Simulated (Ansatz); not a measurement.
# HfC+ (doublet): the correlation ladder, def2-SVP

How much of the correlation energy of HfC+ (doublet) does each wave-function method recover here?

The runs use Ansatz 0.2.0, Gaussian basis; def2-SVP, correlated electrons: outside noble gas.

Plan: UHF; CCSD(T) on ROHF; CCSD(T) on UHF; CISD; CCSDT(Q) on ROHF; CCSDT(Q) on UHF; CCSDTQ on ROHF.

### Step 1. What is computed

The geometry is a PBE0/def2-TZVP stationary point (not a proven minimum) of the parent state, kept for this charge and spin. No spin-orbit coupling is included. Elements past krypton take def2 core potentials. Outer-core shells of the metal stay frozen.

2 atoms, charge 1, spin multiplicity 2.

Atoms are counted from 1 here; the program's logs count them from 0.

Bond lengths: Hf1–C2 1.798 Å.

In the tables R marks a restricted open-shell determinant and U an unrestricted one; correlation energies count from the lowest restricted Hartree-Fock solution.

### Step 2. UHF

File in.yaml:

```yaml
crystal:
  periodic: [false, false, false]
  atoms:
    - {symbol: Hf, position_ang: [0.000000, 0.000000, 0.000000]}
    - {symbol: C, position_ang: [0.000000, 0.000000, 1.798320]}
basis:
  gaussian: {orbitals: def2-SVP}
total_charge: 1
magnetization: {spin_polarized: true, initial_magnetization: 1}
hamiltonian: {xc: hf}
output: {orbitals: {seedname: orbitals}}
```

Run with:

```
$ ansatz run in.yaml --threads 1 --pin off --events-out ev --progress --plain --max-ram 4096MiB --backend cpu
```

The runs that follow: CCSD(T) on ROHF; CCSD(T) on UHF; CISD; CCSDT(Q) on ROHF; CCSDT(Q) on UHF; CCSDTQ on ROHF.

**Question.** What will the summary of the whole plan be? Wanted: correlation energy, RCCSDTQ; RMP2 from RCCSDTQ; UMP2 from RCCSDTQ; RCCSD from RCCSDTQ; RCCSD(T) from RCCSDTQ; UCCSD(T) from RCCSDTQ; RCCSDT(Q) from RCCSDTQ; UCCSDT(Q) from RCCSDTQ; T1 diagnostic.

The runs gave:

| quantity | value |
| --- | --- |
| correlation energy, RCCSDTQ | -5.8288 eV |
| RMP2 from RCCSDTQ | +355.2 meV |
| UMP2 from RCCSDTQ | +1377.6 meV |
| RCCSD from RCCSDTQ | +405.3 meV |
| RCCSD(T) from RCCSDTQ | +55.7 meV |
| UCCSD(T) from RCCSDTQ | +83.3 meV |
| RCCSDT(Q) from RCCSDTQ | -5.0 meV |
| UCCSDT(Q) from RCCSDTQ | -13.6 meV |
| levels of the table within 1 kcal/mol (43 meV) | RCCSDT, UCCSDT, RCCSDT(Q), UCCSDT(Q) |
| T1 diagnostic | 0.050 |

**Reading.** RCCSD(T) lands +55.7 meV from the yardstick (1.0 % of the correlation energy). CCSD(T) misses by +55.7 meV on the restricted determinant and by +83.3 meV on the unrestricted one; the two need not hold the same state or core. Coupled cluster took another determinant than the lowest Hartree-Fock one. These misses are within one basis, not against nature; the frozen cores of restricted and unrestricted runs differ, which can shift their rows.
